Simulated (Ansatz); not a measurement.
The system is LaBRh3.

```
La Rh B
1.0
     4.24200    0.00000    0.00000
     0.00000    4.24200    0.00000
     0.00000    0.00000    4.24200
La Rh B
1 3 1
Direct
  0.00000 0.00000 0.00000
  0.50000 0.50000 0.00000
  0.50000 0.00000 0.50000
  0.00000 0.50000 0.50000
  0.50000 0.50000 0.50000
```

Base run:

* Program: Ansatz 0.2.0
* Functional: LDA
* Potentials or basis: all-electron LAPW, scalar-relativistic
* Cutoff: 290 eV (chosen from the basis error)
* Basis error allowed: 0.002 eV/atom
* k mesh: 6 × 6 × 6
* Occupations: fermi-dirac, width 0.05 eV
* Spin: no spin polarisation

Its results: pressure -6.4 GPa.

Task: The run is repeated on the same cell with these changes: functional from LDA to PBEsol. What comes out?

Result: Pressure -2.3 GPa.

PBEsol binds less tightly than LDA, so the same cell stands under more pressure.
